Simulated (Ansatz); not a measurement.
# H2Se (singlet): wave-function methods side by side at distance Se1–H3 = 1.618 Å, 6-31G

The task here is to estimate one member of a computed series from the others.

Method: 6-31G, core rule «outside noble gas», up to 14 orbitals frozen; program: Ansatz 0.2.0, Gaussian basis.

To be run: UHF; CCSD(T) on RHF; BCCD(T) on RHF; CISD; CCSDT(Q) on RHF; CCSDTQ on RHF; CASSCF and MRCISD+Q, 2 electrons in 2 orbitals; CASSCF and NEVPT2, 2 electrons in 2 orbitals; CASSCF and MRCISD+Q, 8 electrons in 6 orbitals; CASSCF and NEVPT2, 8 electrons in 6 orbitals; Full CI.

17 further runs of the same task are left out: 16 that didn't finish, 1 set aside as unsound or not needed. Runs told in other sessions of the task aren't counted.

## The system

The geometry derives from a PBE0/def2-TZVP stationary point (not a proven minimum). One bond is set to the value named and the two fragments are kept rigid. No spin-orbit coupling is included. The filled d shell of Se may be among the frozen orbitals whatever the setting's name suggests.

3 atoms, charge 0, spin multiplicity 1.

Atoms are counted from 1 here; the program's logs count them from 0.

Bond lengths: Se1–H2 1.467 Å, Se1–H3 1.618 Å. Angles: H2–Se1–H3 91.2°.

Coordinates:

```mol
H2Se
  3D, bonds by distance, orders not assigned

  3  2  0  0  0  0  0  0  0  0999 V2000
    0.0000   -0.0269   -0.0013 Se  0  0
    0.0000    0.9996   -1.0491 H   0  0
    0.0000    1.1054    1.1544 H   0  0
  1  2  8  0
  1  3  8  0
M  END
```

Set-up of the first run:

Input file in.yaml:

```yaml
crystal:
  periodic: [false, false, false]
  atoms:
    - {symbol: Se, position_ang: [0.000000, -0.026871, -0.001344]}
    - {symbol: H, position_ang: [0.000000, 0.999627, -1.049134]}
    - {symbol: H, position_ang: [0.000000, 1.105417, 1.154444]}
basis:
  gaussian: {orbitals: 6-31G}
magnetization: {spin_polarized: true, initial_magnetization: 0}
hamiltonian: {xc: hf}
output: {orbitals: {seedname: orbitals}}
```

Launch:

```
$ ansatz run in.yaml --threads 1 --pin off --events-out ev --progress --plain --max-ram 2393MiB
```

Steps of the session up to this table: UHF; CCSD(T) on RHF; BCCD(T) on RHF; CISD; CCSDT(Q) on RHF; CCSDTQ on RHF; CASSCF and MRCISD+Q, 2 electrons in 2 orbitals; CASSCF and NEVPT2, 2 electrons in 2 orbitals; CASSCF and MRCISD+Q, 8 electrons in 6 orbitals; CASSCF and NEVPT2, 8 electrons in 6 orbitals; Full CI.

One of the session's tables, all rows but one given; the rest of the session is left out.

It belongs to the step «Misses and costs». 

| method | from FCI (kcal/mol) |
| --- | --- |
| RHF | +49.47 |
| RMP2 | +12.00 |
| CISD | +2.27 |
| RCCSD | +0.63 |
| RCCSD(T) | +0.13 |
| BCCD(T) | +0.14 |
| RCCSDT | +0.04 |
| RCCSDT(Q) | +0.01 |
| RCCSDTQ | 0.00 |
| CASSCF pair | +35.08 |
| NEVPT2 pair | +7.68 |
| MRCISD pair | +1.13 |
| MRCISD+Q pair | -0.06 |
| CASSCF valence | +21.37 |
| NEVPT2 valence | ? |
| MRCISD valence | +0.58 |
| MRCISD+Q valence | +0.21 |
| FCI | 0 |

**Question.** Estimate the row for NEVPT2 valence.

**Answer.** from FCI (kcal/mol): +5.02. In the column «from FCI (kcal/mol)» it lies between CISD (+2.27) and NEVPT2 pair (+7.68).

To keep in mind: MRCISD+Q pair falls below full CI: the +Q correction isn't variational, and the cores differ from full CI's.
